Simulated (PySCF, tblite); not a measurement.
# C6H5ClO2: geometry, infrared bands and NMR shifts

Aim: predict the infrared bands and NMR shifts of C6H5ClO2 (`Cc1ccoc1C(=O)Cl`).

The runs use tblite 0.8.0 and PySCF 2.14.0, with density-fitted response routines of our own; the level of theory stands in each step. All values are computed, except where a source is named. Atoms are numbered from 0 throughout.

### 1 Starting geometry

14 atoms, charge 0, multiplicity 1; geometry from: force field or distance geometry start.

Bonds of the start (Å): C0–C1 1.49, C1–C2 1.37, C2–C3 1.37, C3–O4 1.32, O4–C5 1.31, C5–C6 1.46, C6–O7 1.27, C6–Cl8 1.76, C5–C1 1.39, C0–H9 1.10, C0–H10 1.12, C0–H11 1.12, C2–H12 1.10, C3–H13 1.09.

### 2 Relaxing the molecule with GFN2-xTB

What the job is given:

```
{"job": {"kind": "relax", "xc": "GFN2-xTB", "basis": "xTB"}, "charge": 0, "multiplicity": 1}
C      0.293600     1.699100     0.390000
C     -0.265500     0.362700     0.063000
C     -1.602600     0.078700    -0.028200
C     -1.701800    -1.255000    -0.344200
O     -0.484800    -1.753200    -0.399500
C      0.409800    -0.826700    -0.174000
C      1.858100    -0.986000    -0.166300
O      2.595500     0.016500     0.088900
Cl     2.661900    -2.516100    -0.477700
H      1.155500     1.639000     1.065800
H      0.612400     2.231800    -0.543600
H     -0.443500     2.369400     0.892500
H     -2.462200     0.749000     0.101000
H     -2.627200    -1.809700    -0.489900
```

Command:

```sh
OMP_NUM_THREADS=1 python probes_run.py task.json out
```

The driver reads the jobs from task.json and runs them one after another.

What it wrote:

```text
step      E/eV     max force
  0    -763.42355    4.291
  1    -763.68510    4.486
  2    -763.79749    1.306
  3    -763.82316    0.585
  4    -763.84436    0.531
  5    -763.87114    0.759
  6    -763.89718    0.546
  7    -763.91349    0.388
  8    -763.92665    0.331
  9    -763.93438    0.261
 10    -763.94001    0.287
 11    -763.94644    0.291
 12    -763.95351    0.267
 13    -763.96008    0.256
 14    -763.96487    0.229
 15    -763.96807    0.188
 16    -763.96999    0.100
 17    -763.97100    0.106
 18    -763.97175    0.103
 19    -763.97234    0.063
 20    -763.97275    0.048
 21    -763.97300    0.050
 22    -763.97322    0.050
 23    -763.97351    0.062
 24    -763.97388    0.055
 25    -763.97421    0.055
 26    -763.97444    0.044
 27    -763.97464    0.044
 28    -763.97486    0.041
 29    -763.97508    0.037
 30    -763.97523    0.036
 31    -763.97531    0.024
 32    -763.97536    0.018
 33    -763.97539    0.015
 34    -763.97542    0.011
 35    -763.97543    0.007
```

Wall time 0.2 s (1 thread of Arm Neoverse V2, shared host).

Relaxation path: (not every step is listed)

```tsv
step	energy from step 0 (eV)	largest force (eV/Å)
0	0.0000	4.2910
1	-0.2616	4.4859
2	-0.3739	1.3064
3	-0.3996	0.5845
4	-0.4208	0.5311
5	-0.4476	0.7585
6	-0.4736	0.5458
7	-0.4899	0.3879
8	-0.5031	0.3309
10	-0.5165	0.2866
12	-0.5300	0.2666
14	-0.5413	0.2287
16	-0.5464	0.0997
18	-0.5482	0.1029
20	-0.5492	0.0480
22	-0.5497	0.0497
24	-0.5503	0.0552
26	-0.5509	0.0438
28	-0.5513	0.0412
30	-0.5517	0.0364
31	-0.5518	0.0244
32	-0.5518	0.0181
33	-0.5518	0.0147
34	-0.5519	0.0107
35	-0.5519	0.0068
```

Close pairs (by a distance rule), those that changed most:

```tsv
bond	before (Å)	after (Å)	change (Å)
C6–O7	1.270	1.194	-0.076
O4–C5	1.308	1.355	+0.048
C1–C2	1.370	1.411	+0.041
C0–H10	1.121	1.090	-0.031
C0–H11	1.116	1.087	-0.029
C2–H12	1.098	1.071	-0.027
C5–C6	1.457	1.435	-0.022
C6–Cl8	1.756	1.773	+0.017
```

The next job starts from the end point, and lists it.

### 3 Vibrational analysis with GFN2-xTB

What the job is given:

```
{"job": {"kind": "ir", "xc": "GFN2-xTB", "basis": "xTB"}, "charge": 0, "multiplicity": 1}
C      0.279435     1.772021     0.406848
C     -0.273751     0.434459     0.092784
C     -1.630698     0.067602    -0.026845
C     -1.642621    -1.263822    -0.337311
O     -0.410207    -1.751583    -0.419391
C      0.442133    -0.729881    -0.161246
C      1.864430    -0.922456    -0.153221
O      2.706316    -0.101850     0.055100
Cl     2.315284    -2.603087    -0.492738
H      1.144069     1.679120     1.059423
H      0.616262     2.258052    -0.508555
H     -0.476243     2.397056     0.874964
H     -2.480308     0.706029     0.103632
H     -2.454781    -1.942132    -0.515610
```

What it wrote:

```text
mode    cm-1     km/mol
  1     -19.7      0.50
  2      60.8      1.58
  3     135.6      1.03
  4     156.0      0.29
  5     239.9      1.34
  6     271.3      0.25
  7     389.0      2.76
  8     432.0      0.04
  9     526.5      4.18
 10     563.5     13.42
 11     598.6      1.16
 12     665.2      1.07
 13     687.4     29.02
 14     799.9     12.73
 15     801.9    239.56
 16     839.4      7.30
 17     890.6      9.28
 18     994.4      0.54
 19    1026.2     13.13
 20    1056.6      1.57
 21    1106.9      9.75
 22    1182.2     10.07
 23    1250.1     49.19
 24    1281.4    137.74
 25    1394.4    107.60
 26    1400.0     67.49
 27    1447.3     10.38
 28    1456.9      2.21
 29    1483.6      1.60
 30    1554.5    145.77
 31    1777.4    425.91
 32    3008.8      6.41
 33    3045.7      3.95
 34    3053.0     13.61
 35    3162.5      0.27
 36    3188.9      6.33
```

Wall time 0.38 s (1 thread of Arm Neoverse V2, shared host).

The strongest bands and the atoms that carry them (share of the mass-weighted mode):

```tsv
cm⁻¹	km/mol	atoms
687	29.0	C0 32 %, O4 20 %
802	239.6	C6 52 %, C3 14 %
1250	49.2	C3 30 %, O4 19 %, C1 14 %, H13 13 %
1281	137.7	C5 53 %, O4 15 %, C2 10 %
1394	107.6	C5 22 %, C2 20 %, C1 18 %
1400	67.5	H10 22 %, H9 20 %, H11 19 %, C0 15 %
1554	145.8	C1 41 %, C5 25 %, C2 17 %
1777	425.9	C6 61 %, O7 37 %
```

### 4 NMR shieldings: PBE0/pcSseg-1

Same as in step 3 but for these lines:

```diff
@@ -1,2 +1,2 @@
-{"job": {"kind": "ir", "xc": "GFN2-xTB", "basis": "xTB"}, "charge": 0, "multiplicity": 1}
+{"job": {"kind": "nmr", "xc": "PBE0", "basis": "pcSseg-1"}, "charge": 0, "multiplicity": 1}
 C      0.279435     1.772021     0.406848
```

With the program's defaults for keys left out, this is: GIAO PBE0/pcSseg-1 NMR shielding, non-relativistic, gas phase.

What it wrote:

```text
coarse grid: 13416 points
cycle   1  E = -841.4150225071  dE =  1.865e+00  |g| = 8.802e-01  |ddm| = 3.809e+00
cycle   2  E = -840.8537443570  dE =  5.613e-01  |g| = 1.918e+00  |ddm| = 2.643e+00
cycle   3  E = -841.5564580266  dE = -7.027e-01  |g| = 2.437e-01  |ddm| = 2.076e+00
cycle   4  E = -841.5677917741  dE = -1.133e-02  |g| = 1.070e-01  |ddm| = 3.428e-01
cycle   5  E = -841.5698346263  dE = -2.043e-03  |g| = 2.885e-02  |ddm| = 9.919e-02
cycle   6  E = -841.5699903497  dE = -1.557e-04  |g| = 1.051e-02  |ddm| = 3.050e-02
cycle   7  E = -841.5700139921  dE = -2.364e-05  |g| = 3.536e-03  |ddm| = 1.149e-02
cycle   8  E = -841.5700168291  dE = -2.837e-06  |g| = 8.482e-04  |ddm| = 3.650e-03
final grid: 128272 points
cycle   9  E = -841.6430223047  dE = -1.606e-05  |g| = 1.472e-02  |ddm| = 3.584e-02
cycle  10  E = -841.6429132030  dE =  1.091e-04  |g| = 2.819e-02  |ddm| = 3.294e-02
cycle  11  E = -841.6430611901  dE = -1.480e-04  |g| = 2.714e-03  |ddm| = 2.412e-02
cycle  12  E = -841.6430626028  dE = -1.413e-06  |g| = 6.640e-04  |ddm| = 2.675e-03
cycle  13  E = -841.6430626698  dE = -6.699e-08  |g| = 2.352e-04  |ddm| = 6.722e-04
cycle  14  E = -841.6430626807  dE = -1.084e-08  |g| = 6.376e-05  |ddm| = 2.498e-04
cycle  15  E = -841.6430626816  dE = -9.004e-10  |g| = 2.010e-05  |ddm| = 7.553e-05
converged SCF energy = -841.6430626816

GIAO shielding tensors (ppm)
atom      isotropic    diamagn.    paramagn.     s11        s22        s33       span
  0 C      172.103     244.890     -72.787    159.956    171.280    185.072     25.116
  1 C       39.793     262.071    -222.278    -33.763     -4.082    157.224    190.988
  2 C       63.703     252.665    -188.962    -17.640     63.601    145.147    162.787
  3 C       33.097     251.737    -218.639    -50.104     37.978    111.418    161.522
  4 O       23.363     397.352    -373.989   -132.118    -29.740    231.949    364.068
  5 C       39.553     261.516    -221.963    -26.021     48.976     95.704    121.725
  6 C       22.647     243.476    -220.829    -69.897     57.641     80.198    150.095
  7 O     -194.072     399.562    -593.634   -575.339   -272.978    266.101    841.440
  8 Cl     520.900    1145.209    -624.309    160.269    449.719    952.712    792.443
  9 H       28.551      29.024      -0.474     22.986     28.664     34.002     11.015
 10 H       29.205      28.211       0.994     25.176     26.747     35.692     10.516
 11 H       29.437      28.709       0.728     23.920     28.615     35.777     11.858
 12 H       24.976      32.624      -7.648     22.797     25.200     26.929      4.132
 13 H       24.083      29.797      -5.714     20.994     25.321     25.934      4.940
```

Run time: 22 s. Hardware: 1 thread of Arm Neoverse V2, shared host; peak memory 0.88 GiB.

Shifts follow as δ = σ(reference) − σ, with reference shieldings (ppm) from runs at the same level and on the same kind of geometry: 1H TMS 31.72, 13C TMS 186.9, 17O H2O 336.1, 35Cl HCl 950. The references are single molecules in the gas phase, so shifts against H2O, NH3, PH3, H3PO4 or CFCl3 are not on the usual liquid scales and can be off by tens of ppm. Atoms listed in one row are averaged.

```tsv
atoms	environment	σ (ppm)	δ (ppm)	δ scaled to CDCl3
C6	carbonyl carbon	22.6	164.3	158.4
C3	aromatic CH next to the ring oxygen	33.1	153.8	148.2
C5	substituted aromatic carbon next to the ring oxygen	39.6	147.4	141.9
C1	substituted aromatic carbon	39.8	147.1	141.7
C2	aromatic CH	63.7	123.2	118.3
C0	methyl carbon on an aromatic ring	172.1	14.8	12.6
H13	hydrogen on an aromatic CH next to the ring oxygen	24.08	7.63	7.30
H12	hydrogen on an aromatic CH	24.98	6.74	6.46
H9, H10, H11	hydrogen on a methyl carbon on an aromatic ring	29.06	2.65	2.61
O7	carbonyl oxygen	-194.1	530.2	–
O4	aromatic ring oxygen	23.4	312.7	–
Cl8	chlorine bonded to C	521	429	–
```

The scaled column applies a straight-line fit of computed shieldings to shifts measured in CDCl3, with any fitted terms for Cl, Br or S neighbours (root-mean-square error 0.16 ppm for H, 1.9 ppm for C).

Charges from the same density, by scheme (e):

```tsv
atoms	Mulliken	IAO	Hirshfeld	ESP fit
C0	-0.08	-0.43	-0.11	-0.58
C1	-0.33	0.02	0.01	0.34
C2	-0.11	-0.23	-0.08	-0.55
C3	0.20	0.05	0.04	0.11
O4	-0.36	-0.21	-0.05	-0.24
C5	0.22	0.06	0.02	0.11
C6	0.29	0.34	0.15	0.33
O7	-0.33	-0.38	-0.21	-0.37
Cl8	-0.11	-0.09	-0.08	-0.13
```

Mayer bond orders: C0–C1 1.09, C1–C2 1.34, C2–C3 1.53, C3–O4 1.16, O4–C5 1.00, C5–C6 0.98, C6–O7 1.99, C6–Cl8 1.01, C5–C1 1.42.

Ring of atoms C1, C2, C3, O4, C5: NICS(0) -11.0, NICS(1) -10.2, NICS(1)zz -23.9 ppm (means of both faces).

### 5 Results

```
                                                              quantity                                        value
                             strongest single infrared mode (GFN2-xTB)                        1777 cm⁻¹, 426 km/mol
                                          zero-point energy (GFN2-xTB)                                59.9 kcal/mol
                                13C shifts against TMS (PBE0/pcSseg-1)  164.3, 153.8, 147.4, 147.1, 123.2, 14.8 ppm
1H shifts against TMS (PBE0/pcSseg-1, means over atoms taken as alike)                         7.63, 6.74, 2.65 ppm
                                17O shifts against H2O (PBE0/pcSseg-1)                             530.2, 312.7 ppm
                               35Cl shifts against HCl (PBE0/pcSseg-1)                                      429 ppm
```

**Reading.** The optimisation took 35 steps and gained 0.552 eV; among the close pairs (by a distance rule), C6–O7 changed most, from 1.270 to 1.194 Å. The lowest mode is slightly imaginary (20i cm⁻¹), a soft motion within the noise of the Hessian, so the minimum is not strictly shown. The strongest single mode, at 1777 cm⁻¹, moves mainly C6 and O7. Unscaled tight-binding wavenumbers are off by several per cent, some by more. Its intensities can rank the bands wrongly. At PBE0/pcSseg-1: Shielding is most anisotropic at O7 (span 841 ppm, paramagnetic term -594 ppm). NICS(1)zz of -24 ppm above the planar ring from C1 marks a diatropic (aromatic) ring current.
